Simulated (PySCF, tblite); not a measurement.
# C₃H₈FSi₃ radical: geometry, infrared bands and EPR parameters

Aim: predict the infrared bands and EPR parameters of C₃H₈FSi₃ radical (`FCC#C[Si@H]([SiH2])[SiH3]`).

The runs use tblite 0.8.0 and PySCF 2.14.0, with density-fitted response routines of our own; the level of theory stands in each step. All values are computed, except where a source is named. Atoms are numbered from 0 throughout.

### 1 Starting geometry

15 atoms, charge 0, multiplicity 2; geometry from: force field or distance geometry start.

Bonds of the start (Å): F0–C1 1.40, C1–C2 1.46, C2–C3 1.22, C3–Si4 1.82, Si4–Si5 2.23, Si4–Si6 2.25, C1–H7 1.12, C1–H8 1.09, Si4–H9 1.47, Si5–H10 1.47, Si5–H11 1.49, Si6–H12 1.47, Si6–H13 1.47, Si6–H14 1.49.

### 2 Relaxing the molecule with GFN2-xTB

Job settings and geometry (Å):

```
{"job": {"kind": "relax", "xc": "GFN2-xTB", "basis": "xTB"}, "charge": 0, "multiplicity": 2}
F      3.417700    -0.644100     1.643200
C      3.397400    -0.082200     0.363800
C      2.027000     0.061500    -0.124400
C      0.880900     0.196400    -0.527700
Si    -0.845100     0.348500    -1.087700
Si    -1.809200     2.087300    -0.078200
Si    -2.026400    -1.461800    -0.465900
H      3.964900    -0.785300    -0.297000
H      3.838600     0.905600     0.448500
H     -0.818800     0.485000    -2.546600
H     -2.687500     2.762200    -1.048800
H     -2.617300     1.611900     1.084800
H     -1.239500    -2.658900    -0.797300
H     -3.346100    -1.489100    -1.106600
H     -2.141100    -1.328800     1.012300
```

Launch:

```
$ OMP_NUM_THREADS=1 python probes_run.py task.json out
```

This one command runs all jobs of the session in turn.

**Question.** This job is followed by: GFN2-xTB harmonic vibrations, gas phase; UKS B3LYP, pcH-1 on C F H Si, non-relativistic, mean-field spin-orbit, GIAO. Predict these results of the whole session: strongest single infrared mode (GFN2-xTB); zero-point energy (GFN2-xTB); g(iso) (B3LYP); ⟨S²⟩; largest a(iso) (averaged by class); surface potential, 1st and 99th percentile.

**Answer**, as computed:

| quantity | value |
| --- | --- |
| strongest single infrared mode (GFN2-xTB) | 776 cm⁻¹, 687 km/mol |
| zero-point energy (GFN2-xTB) | 53.5 kcal/mol |
| g(iso) (B3LYP) | 2.00416 |
| ⟨S²⟩ | 0.752 (exact 0.75) |
| largest a(iso) (averaged by class) | 29Si on Si5, -375.5 MHz |
| surface potential, 1st and 99th percentile | -1.02 V and 1.26 V |

What this shows: The optimisation took 108 steps and gained 0.348 eV; among the close pairs (by a distance rule), Si4–Si6 changed most, from 2.249 to 2.329 Å. The lowest mode is slightly imaginary (7i cm⁻¹), a soft motion within the noise of the Hessian, so the minimum is not strictly shown. The strongest single mode, at 776 cm⁻¹, has its largest shares on H14, H13 and H12 (the list is cut at 3 atoms). GFN2-xTB is a fitted tight-binding method: band positions and strengths are rough. Its intensities can rank the bands wrongly. Si5 carries the largest spin population, 0.96 e. The isotropic g lies 1.8 ppt above the free-electron value.
